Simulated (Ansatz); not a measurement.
# ScZn: squeezing one contact

One table from this session's results is given with a row withheld; the runs are named, their logs left out.

Method: DFT PBEsol, with the methods named in each step, in Ansatz 0.2.0.

## The structure to begin with

Symmetry: Pm-3m, No. 221, cubic system. Conventional cell: a = 3.334 Å, b = 3.334 Å, c = 3.334 Å, α = 90.00°, β = 90.00°, γ = 90.00°. Sc (site symmetry m-3m) has 8 Zn at 2.89 Å as nearest neighbours. Zn (site symmetry m-3m) is surrounded by 8 Sc at 2.89 Å.

As a file:

```
Sc Zn
1.0
     3.33402    0.00000    0.00000
     0.00000    3.33402    0.00000
     0.00000    0.00000    3.33402
Sc Zn
1 1
Direct
  0.00000 0.00000 0.00000
  0.50000 0.50000 0.50000
```

Atoms are numbered in the order of the input: Sc1, Zn2.

Set-up of the first run:

The input, input.yaml:

```yaml
crystal:
  lattice:
    - [3.33401869, 0.0, 0.0]
    - [0.0, 3.33401869, 0.0]
    - [0.0, 0.0, 3.33401869]
  atoms:
    - { symbol: Sc, position: [0.0, 0.0, 0.0] }
    - { symbol: Zn, position: [0.5, 0.5, 0.5] }
kpoints:
  mp_grid: { grid: [9, 9, 9] }
scf:
  occupations: { method: fermi_dirac, width: 0.05 }
hamiltonian:
  xc: pbesol
  pseudopotentials: { kind: all_electron, lapw: { basis_error: 0.001 } }
output:
  forces: true
  stress: true
  eigenvalues: true
  populations: true
```

Run with:

```sh
ansatz run input.yaml --threads 1 --pin off --max-ram 2048MiB --backend cpu --events-out ev --progress --plain --runs-dir out
```

Steps of the session up to this table: The bond as given, LAPW; Shortest bond scaled by 1, norm-conserving; Shortest bond scaled by 1.1, LAPW; Shortest bond scaled by 1.1, norm-conserving; Shortest bond scaled by 0.94, LAPW; Shortest bond scaled by 0.7, LAPW; Shortest bond scaled by 0.64, LAPW; Shortest bond scaled by 0.64, norm-conserving.

One of the session's tables, all rows but one given; the rest of the session is left out.

```
             method  length (Å)  F from the given length (eV/cell)  force along the bond (eV/Å)  pressure (GPa)  largest force (eV/Å)
               LAPW       1.848                              4.143                       13.276           31.12                13.276
               LAPW       2.021                              2.334                        8.040           18.94                 8.040
               LAPW       2.714                              0.056                        0.657           -1.59                 0.657
               LAPW       2.887                              0.000                        0.000           -2.32                 0.000
               LAPW       3.176                              0.161                       -1.187           -0.28                 1.187
                PAW       1.848                              4.152                       13.308           31.14                13.308
                PAW       2.021                              2.338                        8.062           18.97                 8.062
                PAW       2.714                              0.056                        0.657           -1.59                 0.657
                PAW       2.887                              0.000                        0.000           -2.32                 0.000
                PAW       3.176                              0.161                       -1.188           -0.28                 1.188
PAW (source ansatz)       1.848                                  –                       13.291           31.15                13.291
    norm-conserving       1.848                              4.125                       13.200           30.88                13.200
    norm-conserving       2.887                                  ?                            ?               ?                     ?
    norm-conserving       3.176                              0.160                       -1.182           -0.35                 1.182
```

Q: Estimate the row for norm-conserving, 2.887 from the others.

**Answer.** F from the given length (eV/cell): 0.000; force along the bond (eV/Å): 0.000; pressure (GPa): -2.39; largest force (eV/Å): 0.000.
